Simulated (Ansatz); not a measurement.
**Molecular dynamics of NaCr2FeO8**

The input (input.yaml):

```yaml
crystal:
  lattice:
    - [-8.566273, 0.0, 0.0]
    - [0.0, -5.548205, 0.0]
    - [-0.304877, 0.0, 7.241094]
  atoms:
    - { symbol: Na, position: [0.52280526, 0.27311251, 0.48110603] }
    - { symbol: Cr, position: [0.73067454, 0.72317881, 0.58976587], spin: 1.5 }
    - { symbol: Cr, position: [-0.00456106, 0.44745104, 0.26920581], spin: 1.5 }
    - { symbol: Fe, position: [0.41072129, 0.45720714, 0.01140633], spin: 2.5 }
    - { symbol: O, position: [0.80418047, 0.24932648, 0.48689749] }
    - { symbol: O, position: [0.29039027, 0.524493, 0.28718127] }
    - { symbol: O, position: [0.78245661, 0.58323626, 0.72823608] }
    - { symbol: O, position: [-0.15282114, 0.49845362, 0.22693577] }
    - { symbol: O, position: [0.03449013, 0.65817179, 0.4037236] }
    - { symbol: O, position: [1.05548463, 0.11575553, 0.92541492] }
    - { symbol: O, position: [0.66734156, 0.38953688, 1.04792075] }
    - { symbol: O, position: [0.28776248, 0.75258141, -0.08455155] }
    - { symbol: Na, position: [0.07365178, -0.28136663, 0.72583396] }
    - { symbol: Cr, position: [0.41016966, 0.05063934, 0.82678505], spin: 1.5 }
    - { symbol: Cr, position: [0.72563642, 0.16950742, -0.03174884], spin: 1.5 }
    - { symbol: Fe, position: [0.14284856, -0.08261566, 0.1807191], spin: 2.5 }
    - { symbol: O, position: [0.21336491, 0.1751861, 0.72395342] }
    - { symbol: O, position: [0.92955353, 0.04415415, 0.51588858] }
    - { symbol: O, position: [0.56641823, 0.08152611, 0.7776793] }
    - { symbol: O, position: [0.48304136, 0.71476156, 0.20733014] }
    - { symbol: O, position: [0.51700205, 0.0069223, 0.09181481] }
    - { symbol: O, position: [0.57284464, 0.73708858, 0.6640769] }
    - { symbol: O, position: [0.17578001, 0.35961163, 1.04209056] }
    - { symbol: O, position: [0.8958749, 0.00726476, 0.11188608] }
magnetization:
  spin_polarized: true
basis:
  ecutwfc: 420.0
kpoints:
  mp_grid: { grid: [2, 2, 2] }
hamiltonian:
  xc: pbesol
scf:
  occupations: { method: fermi_dirac, width: 0.05 }
  lower_state_search: "off"
md:
  timestep: 1
  n_steps: 40
  ensemble: nvt_langevin
  temperature: 1950.0
  initial_velocities: maxwell_boltzmann
  seed: 324869
  friction: 0.02
```

Run as:

```bash
$ ansatz run input.yaml --threads 4 --pin off --max-ram 10240MiB --backend cpu --events-out ev --progress --plain --runs-dir out
```

It goes on from the last frame of an earlier run, with new velocities.

Output, in part (one step line in 2):

```
md step     0: t =     0.00 fs  T =  1868.8 K  F+E_penalty+E_count = -34178.83276456 eV  E_kin = 5.797311 eV  (58 SCF iters)
md step     2: t =     2.00 fs  T =  2646.0 K  F+E_penalty+E_count = -34181.00501816 eV  E_kin = 8.208575 eV  (52 SCF iters)
md step     4: t =     4.00 fs  T =  3935.6 K  F+E_penalty+E_count = -34184.64702791 eV  E_kin = 12.209024 eV  (43 SCF iters)
md step     6: t =     6.00 fs  T =  4440.8 K  F+E_penalty+E_count = -34187.02133972 eV  E_kin = 13.776389 eV  (42 SCF iters)
md step     8: t =     8.00 fs  T =  4369.4 K  F+E_penalty+E_count = -34187.86653992 eV  E_kin = 13.555075 eV  (47 SCF iters)
md step    10: t =    10.00 fs  T =  3808.0 K  F+E_penalty+E_count = -34187.76499161 eV  E_kin = 11.813400 eV  (52 SCF iters)
md step    12: t =    12.00 fs  T =  3549.0 K  F+E_penalty+E_count = -34187.35106099 eV  E_kin = 11.009706 eV  (63 SCF iters)
md step    14: t =    14.00 fs  T =  3207.0 K  F+E_penalty+E_count = -34187.33264191 eV  E_kin = 9.948729 eV  (90 SCF iters)
md step    16: t =    16.00 fs  T =  3154.3 K  F+E_penalty+E_count = -34187.46727565 eV  E_kin = 9.785550 eV  (45 SCF iters)
md step    18: t =    18.00 fs  T =  3101.7 K  F+E_penalty+E_count = -34187.85036030 eV  E_kin = 9.622319 eV  (46 SCF iters)
md step    20: t =    20.00 fs  T =  3113.1 K  F+E_penalty+E_count = -34188.26457069 eV  E_kin = 9.657695 eV  (140 SCF iters)
md step    22: t =    22.00 fs  T =  2973.4 K  F+E_penalty+E_count = -34188.70560895 eV  E_kin = 9.224312 eV  (37 SCF iters)
md step    24: t =    24.00 fs  T =  3134.2 K  F+E_penalty+E_count = -34189.22221498 eV  E_kin = 9.723057 eV  (35 SCF iters)
md step    26: t =    26.00 fs  T =  3122.5 K  F+E_penalty+E_count = -34189.83680705 eV  E_kin = 9.686856 eV  (34 SCF iters)
md step    28: t =    28.00 fs  T =  3302.8 K  F+E_penalty+E_count = -34190.54321331 eV  E_kin = 10.246081 eV  (31 SCF iters)
md step    30: t =    30.00 fs  T =  3250.8 K  F+E_penalty+E_count = -34191.34105914 eV  E_kin = 10.084748 eV  (30 SCF iters)
md step    32: t =    32.00 fs  T =  2974.0 K  F+E_penalty+E_count = -34192.15064706 eV  E_kin = 9.225937 eV  (31 SCF iters)
md step    34: t =    34.00 fs  T =  2955.9 K  F+E_penalty+E_count = -34192.91346122 eV  E_kin = 9.169787 eV  (30 SCF iters)
md step    36: t =    36.00 fs  T =  3025.9 K  F+E_penalty+E_count = -34193.59858540 eV  E_kin = 9.386949 eV  (31 SCF iters)
md step    38: t =    38.00 fs  T =  3024.9 K  F+E_penalty+E_count = -34194.25530347 eV  E_kin = 9.384019 eV  (81 SCF iters)
md step    40: t =    40.00 fs  T =  2904.5 K  F+E_penalty+E_count = -34194.54175213 eV  E_kin = 9.010353 eV  (30 SCF iters)
```

All steps were run. The mean temperature of the second half is 59 % above the set value. The start is strongly strained: it lies 0.7 eV per atom above the lowest frames. A run of 0.04 ps of so small a system gives no equilibrium averages. No Hubbard correction was used and the magnetic state wasn't searched. Limits of this set-up: coarse k mesh.

Mean squared displacements from the first frame to the last, about the centre of mass: Na 0.26 Å², Cr 0.16 Å², Fe 0.11 Å², O 0.54 Å².

Last frame:

```xyz
24
Lattice="-8.5663 0.0000 0.0000 0.0000 -5.5482 0.0000 -0.3049 0.0000 7.2411" Properties=species:S:1:pos:R:3
Na -4.865 -1.692 3.464
Cr -6.296 -3.760 4.125
Cr -0.327 -2.691 1.729
Fe -3.223 -2.435 0.361
O -6.914 -0.259 3.595
O -3.169 -2.370 2.054
O -7.194 -3.035 5.060
O 1.167 -2.866 1.977
O -0.932 -4.074 2.659
O -9.695 -0.714 5.805
O -5.183 -2.138 7.156
O -2.110 -4.168 -0.078
Na -1.341 1.273 5.471
Cr -3.564 0.157 6.273
Cr -5.929 -0.838 -0.199
Fe -1.167 0.400 1.125
O -2.335 -0.790 5.550
O -8.079 -0.326 4.132
O -6.225 -0.812 5.391
O -4.372 -4.427 1.369
O -4.352 0.041 0.546
O -4.200 -4.060 4.998
O -1.790 -2.044 7.640
O -7.596 -0.718 0.446
```

The run took 22 min on 4 threads of Intel(R) Xeon(R) 6975P-C (Granite Rapids), with other jobs on the host, peak memory 2.7 GiB.
